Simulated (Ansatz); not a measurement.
# BGeN (singlet): wave-function methods side by side, cc-pVDZ

The task here is to estimate one member of a computed series from the others.

Program: Ansatz 0.2.0, Gaussian basis. Level of theory: cc-pVDZ, core rule «outside noble gas», up to 16 orbitals frozen. These are calculated values, not measurements.

To be run: UHF; CCSD(T) on RHF; BCCD(T) on RHF; CISD; CCSDT(Q) on RHF.

19 further runs of the same task are left out: 9 that didn't finish, 10 set aside as unsound or not needed.

### The geometry

The geometry is a PBE0/def2-TZVP stationary point (not a proven minimum). No spin-orbit coupling is included. The filled d shell of Ge may be among the frozen orbitals whatever the setting's name suggests; the logs give the count.

3 atoms, charge 0, spin multiplicity 1.

Atoms are counted from 1 here; the program's logs count them from 0.

Bond lengths: B1–N2 1.363 Å, N2–Ge3 1.683 Å. Angles: B1–N2–Ge3 157.1°.

As a file:

```
B     0.0000   -0.1663    1.4325
N     0.0000    0.1939    0.1180
Ge    0.0000   -0.0276   -1.5506
```

The first run:

in.yaml reads:

```yaml
crystal:
  periodic: [false, false, false]
  atoms:
    - {symbol: B, position_ang: [0.000000, -0.166299, 1.432524]}
    - {symbol: N, position_ang: [0.000000, 0.193885, 0.118033]}
    - {symbol: Ge, position_ang: [0.000000, -0.027586, -1.550557]}
basis:
  gaussian: {orbitals: cc-pVDZ}
magnetization: {spin_polarized: true, initial_magnetization: 0}
hamiltonian: {xc: hf}
output: {orbitals: {seedname: orbitals}}
```

Run with:

```bash
> ansatz run in.yaml --threads 1 --pin off --events-out ev --progress --plain --max-ram 2393MiB
```

Steps of the session up to this table: UHF; CCSD(T) on RHF; BCCD(T) on RHF; CISD; CCSDT(Q) on RHF.

One of the session's tables, all rows but one given; the rest of the session is left out.

```
   method  from RCCSDT(Q) (meV)
      RHF               +9056.8
     RMP2               +1076.4
    RCCSD                +509.2
 RCCSD(T)                 +70.5
  BCCD(T)                 +64.8
   RCCSDT                     ?
RCCSDT(Q)                     0
```

Q: Estimate the row for RCCSDT from the others.

As computed: from RCCSDT(Q) (meV): +50.9. In the column «from RCCSDT(Q) (meV)» it lies between RCCSDT(Q) (0) and BCCD(T) (+64.8).

Not comparable, so not listed: CISD (they don't share determinant, frozen orbitals or solution with the rows shown, or repeat one).

With the free atoms at the same levels and basis (separate runs), the atomisation energy is 8.904 eV at RCCSDT(Q), 8.855 eV at RCCSD(T), 5.416 eV at RHF.
